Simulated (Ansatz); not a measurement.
# Co3W: a one-atom displacement scan

This session takes Co3W and sets out to map the energy as atom 1 (Co) is pushed off its site.

Method: DFT PBEsol, scalar-relativistic, plane waves, PAW, in Ansatz 0.2.0.

2 further runs of the same task are left out: 2 set aside as unsound or not needed.

**1. Starting point**

It takes space group Pm-3m (No. 221, cubic). Conventional cell: a = 3.551 Å, b = 3.551 Å, c = 3.551 Å, α = 90.00°, β = 90.00°, γ = 90.00°. Around Co (site symmetry 4/mmm) lie 8 Co at 2.51 Å and 4 W at 2.51 Å. W (site symmetry m-3m) is surrounded by 12 Co at 2.51 Å.

Structure file:

```
CELL_PARAMETERS angstrom
3.55056 0.00000 0.00000
0.00000 3.55056 0.00000
0.00000 0.00000 3.55056
ATOMIC_POSITIONS crystal
Co 0.50000 0.50000 0.00000
Co 0.50000 0.00000 0.50000
Co 0.00000 0.50000 0.50000
W 0.00000 0.00000 0.00000
```

It goes back to an entry of the Materials Project, which need not be the stable form.

It is the result of an earlier relaxation at this level (volume 11.19 Å³/atom; gap on the mesh: none (metal), site moments up to 0.2 μB).

**2. The reference cell**

The reference gives a free energy of -25535.9441 eV, pressure -0.14 GPa, largest force 0.000 eV/Å and gap on the mesh none (metal). It was computed beforehand with the settings of the runs below.

**3. Setting up a one-atom displacement scan**

Atom 1 (Co) is moved by x along the Cartesian unit vector (0.000, 0.000, 1.000); the cell and all other atoms stay fixed. Forces below are components along that vector, summed over the moved atoms. In a periodic cell its images move with it.

**4. Point x = -0.300 Å**

input.yaml reads:

```yaml
crystal:
  lattice:
    - [3.5505645536, 0.0, 0.0]
    - [0.0, 3.5505645536, 0.0]
    - [0.0, 0.0, 3.5505645536]
  atoms:
    - { symbol: Co, position: [0.5, 0.5, -0.0844936053], spin: -0.25 }
    - { symbol: Co, position: [0.5, 0.0, 0.5], spin: -0.25 }
    - { symbol: Co, position: [0.0, 0.5, 0.5], spin: -0.25 }
    - { symbol: W, position: [0.0, 0.0, 0.0] }
basis:
  ecutwfc: 420
kpoints:
  mp_grid: { grid: [14, 14, 14] }
hamiltonian:
  xc: pbesol
scf:
  occupations: { method: gaussian, width: 0.15 }
output:
  forces: true
  stress: true
  eigenvalues: true
  populations: true
magnetization:
  spin_polarized: true
```

Launch:

```bash
ansatz run input.yaml --threads 1 --pin off --max-ram 2560MiB --backend cpu --events-out ev --progress --plain --runs-dir out
```

Log (excerpt; [...] marks lines left out):

```text
Warning: RAYON_NUM_THREADS=1 ignored (pool sized by the plan → 1); use --threads N
[...]
Pseudopotentials: kind: paw
Pseudopotential: Co, paw, valence charge 17, recommended cutoff 420 eV (normal), Co.paw.azcp
Pseudopotential: W, paw, valence charge 14, recommended cutoff 420 eV (normal), W.paw.azcp
Functional definition: PBEsol
[...]
Crystal: 4 atoms, lattice volume = 44.760 Å³
Basis set: ecut = 420 eV, 895 PW (Γ), exchange–correlation on 48×48×48 points (8 copies of the dense FFT grid, shifted against one another)
Bands: 40, of which v1, the nominal top of the filled ones, is band 33 counted from 1 (32 counted from 0)
Symmetry: 8 space group operations
Space group: P4mm (ITA 99), of the structure as read, at distance tolerance 3.6e-5 Å
Magnetic group: BNS 99.163 (UNI 823), of the structure as read, at distance tolerance 3.6e-5 Å
k-points: 288 of 2744 (time reversal used)
[...]
Starting moments: Σ|m| = 0.75 μB on 3 of 4 sites
[...]
SCF iter   1: F=—  HF=-25534.467503 eV  |F-HF|=—  |Δ(HF+E_count)|=         —  Δρ=9.39e-2 (↑5.92e-2 ↓9.39e-2)  dr2=5.83e0  dr2_m=1.61e-1  M=-0.178 μB ∫|m|=0.249 μB  β_m=0.30  ethr=3.10e-3  ⟨swp⟩=4.7  Hψ=70620  notcnv=0
[...]
spin=Collinear: Kerker preconditioning applied to the charge; magnetization (m = ρ↑ − ρ↓) channel mixes plain (no charge-response kernel on spin).
[...]
SCF iter  18: F=-25535.487797 eV  HF=-25535.487797 eV  |F-HF|=5.09e-11  |Δ(HF+E_count)|=  1.46e-11  Δρ=2.35e-7 (↑2.35e-7 ↓1.84e-7)  dr2=6.57e-11  dr2_m=3.53e-13  M=-0.379 μB ∫|m|=0.567 μB  ethr=1.00e-12  ⟨swp⟩=7.2  Hψ=67244  notcnv=0
[...]
SCF converged after 18 iterations
Magnetization: -0.3787 μB (32.3107 up, 32.6893 down)
Absolute magnetization: 0.5678 μB (∫|ρ↑−ρ↓|, with the PAW one-centre terms)
Spin contamination: 0.0066 ħ² per cell (⟨S²⟩ above its minimum at these occupations)
Per-site moments (μB) at R_I (Å): [(-0.1709569762682003, 0.9521591023763037), (-0.1493525629931467, 0.9521591023763037), (-0.14935256299314667, 0.9521591023763037), (0.04780373072789422, 1.0356341625675982)]
Free energy (F): -25535.487797 eV
[...]
E sigma→0 (E₀):  -25535.465552 eV
Entropy (-TS):   -0.044491 eV (-11.123 meV/atom)
Fermi energy:    21.724857 eV
[...]
--- Forces (eV/Å), atoms counted from 1 ---
  atom   1  Co    -0.00000000     0.00000000     3.14781751
  atom   2  Co     0.00000000     0.00000000    -1.36191697
  atom   3  Co     0.00000000     0.00000000    -1.36191697
  atom   4  W     -0.00000000     0.00000000    -0.42398570
[...]
--- Stress (GPa, compression-positive) ---
        3.635408       0.000000       0.000000
        0.000000       3.635408       0.000000
        0.000000       0.000000       7.067438
  P = ⅓ Tr σ = 4.7794 GPa (47.794 kbar)
--- Band table (eV; the first three rows and the last of 576) ---
[...]
--- Löwdin populations: 4 sites ---
  site symbol       q [e]    m [muB]
     0     Co     16.7580    -0.1723
     1     Co     16.7648    -0.1501
     2     Co     16.7648    -0.1501
     3      W     13.9630     0.0756
  spilling = 0.011529 (of n_electrons = 65.000000)
```

Run time: 1.7 min. Hardware: 1 thread of Intel Xeon 6975P-C (Granite Rapids), shared host; peak memory 0.99 GiB.

Site by site:

```csv
atom,moment in the atom's sphere (μB),Löwdin electrons
Co1,-0.17,16.76
Co2,-0.15,16.76
Co3,-0.15,16.76
W4,0.05,13.96
```

The Löwdin counts miss 0.75 of the 65 electrons, which the atomic orbitals do not span, so they are no charges.

**5. Point x = 0.200 Å**

input.yaml, as its differences from that of step 4:

```diff
@@ -6,3 +6,3 @@
   atoms:
-    - { symbol: Co, position: [0.5, 0.5, -0.0844936053], spin: -0.25 }
+    - { symbol: Co, position: [0.5, 0.5, 0.0563290702], spin: -0.25 }
     - { symbol: Co, position: [0.5, 0.0, 0.5], spin: -0.25 }
```

Launch:

```bash
ansatz run input.yaml --threads 1 --pin off --max-ram 2560MiB --backend cpu --events-out ev --progress --plain --runs-dir out
```

Log (excerpt; [...] marks lines left out):

```text
Warning: RAYON_NUM_THREADS=1 ignored (pool sized by the plan → 1); use --threads N
[...]
[... 4 set-up lines as earlier in the session ...]
[...]
Crystal: 4 atoms, lattice volume = 44.760 Å³
Basis set: ecut = 420 eV, 895 PW (Γ), exchange–correlation on 48×48×48 points (8 copies of the dense FFT grid, shifted against one another)
Bands: 40, of which v1, the nominal top of the filled ones, is band 33 counted from 1 (32 counted from 0)
[... 2 set-up lines as earlier in the session ...]
Magnetic group: BNS 99.163 (UNI 823), of the structure as read, at distance tolerance 3.6e-5 Å
k-points: 288 of 2744 (time reversal used)
[...]
Free energy (F): -25535.745857 eV
[...]
E sigma→0 (E₀):  -25535.724598 eV
Entropy (-TS):   -0.042517 eV (-10.629 meV/atom)
Fermi energy:    21.716554 eV
[...]
--- Forces (eV/Å), atoms counted from 1 ---
  atom   1  Co     0.00000000     0.00000000    -2.02422961
  atom   2  Co    -0.00000000     0.00000000     0.88507756
  atom   3  Co     0.00000000     0.00000000     0.88507756
  atom   4  W      0.00000000     0.00000000     0.25406411
[...]
--- Stress (GPa, compression-positive) ---
        1.381906       0.000000       0.000000
        0.000000       1.381906       0.000000
        0.000000       0.000000       3.338467
  P = ⅓ Tr σ = 2.0341 GPa (20.341 kbar)
--- Band table (eV; the first three rows and the last of 576) ---
[...]
--- Löwdin populations: 4 sites ---
  site symbol       q [e]    m [muB]
     0     Co     16.7602    -0.1430
     1     Co     16.7639    -0.1353
     2     Co     16.7639    -0.1353
     3      W     13.9567     0.0648
  spilling = 0.011621 (of n_electrons = 65.000000)
```

It took 1.7 min on 1 thread of Intel Xeon 6975P-C (Granite Rapids), shared host; peak memory 1 GiB.

**6. At x = -0.100 Å**

input.yaml, as its differences from that of step 5:

```diff
@@ -6,3 +6,3 @@
   atoms:
-    - { symbol: Co, position: [0.5, 0.5, 0.0563290702], spin: -0.25 }
+    - { symbol: Co, position: [0.5, 0.5, -0.0281645351], spin: -0.25 }
     - { symbol: Co, position: [0.5, 0.0, 0.5], spin: -0.25 }
```

Launch:

```bash
ansatz run input.yaml --threads 1 --pin off --max-ram 2560MiB --backend cpu --events-out ev --progress --plain --runs-dir out
```

Log (excerpt; [...] marks lines left out):

```text
Warning: RAYON_NUM_THREADS=1 ignored (pool sized by the plan → 1); use --threads N
[...]
[... 4 set-up lines as earlier in the session ...]
[...]
Crystal: 4 atoms, lattice volume = 44.760 Å³
Basis set: ecut = 420 eV, 895 PW (Γ), exchange–correlation on 48×48×48 points (8 copies of the dense FFT grid, shifted against one another)
Bands: 40, of which v1, the nominal top of the filled ones, is band 33 counted from 1 (32 counted from 0)
[... 2 set-up lines as earlier in the session ...]
Magnetic group: BNS 99.163 (UNI 823), of the structure as read, at distance tolerance 3.6e-5 Å
k-points: 288 of 2744 (time reversal used)
[...]
Free energy (F): -25535.895356 eV
[...]
E sigma→0 (E₀):  -25535.874762 eV
Entropy (-TS):   -0.041187 eV (-10.297 meV/atom)
Fermi energy:    21.717384 eV
[...]
--- Forces (eV/Å), atoms counted from 1 ---
  atom   1  Co    -0.00000000     0.00000000     0.98022532
  atom   2  Co     0.00000000     0.00000000    -0.43274444
  atom   3  Co     0.00000000     0.00000000    -0.43274444
  atom   4  W     -0.00000000     0.00000000    -0.11474530
[...]
--- Stress (GPa, compression-positive) ---
        0.221040       0.000000       0.000000
        0.000000       0.221040       0.000000
        0.000000       0.000000       0.774567
  P = ⅓ Tr σ = 0.4055 GPa (4.055 kbar)
--- Band table (eV; the first three rows and the last of 576) ---
[...]
--- Löwdin populations: 4 sites ---
  site symbol       q [e]    m [muB]
     0     Co     16.7623    -0.1329
     1     Co     16.7634    -0.1310
     2     Co     16.7634    -0.1310
     3      W     13.9518     0.0606
  spilling = 0.011678 (of n_electrons = 65.000000)
```

Wall time 1.7 min (1 thread of Intel Xeon 6975P-C (Granite Rapids), shared host); peak memory 1 GiB.

**7. All points together**

All points in order; energies are free energies above the reference cell:

```csv
x (Å),ΔE (meV/cell),force on the moved atoms (eV/Å),pressure (GPa),moment (μB/cell)
-0.300,456.3,3.148,4.8,-0.38
-0.100,48.7,0.980,0.4,-0.32
0.000,0.0,0.000,-0.1,-0.31
0.200,198.2,-2.024,2.0,-0.33
```

**8. Results**

| quantity | value |
| --- | --- |
| force constant along x, from the points at -0.100, 0 and 0.200 Å | 9.91 eV/Å² |

In words: The restoring force grows by 9.91 eV/Å per Å near the site; for the mass of Co against a rigid frame that is a vibration of about 214 cm⁻¹. The step of 0.20 Å is wide, so anharmonic terms mix in. No sampled point lies below the undisturbed cell. The runs treat W without spin-orbit coupling.
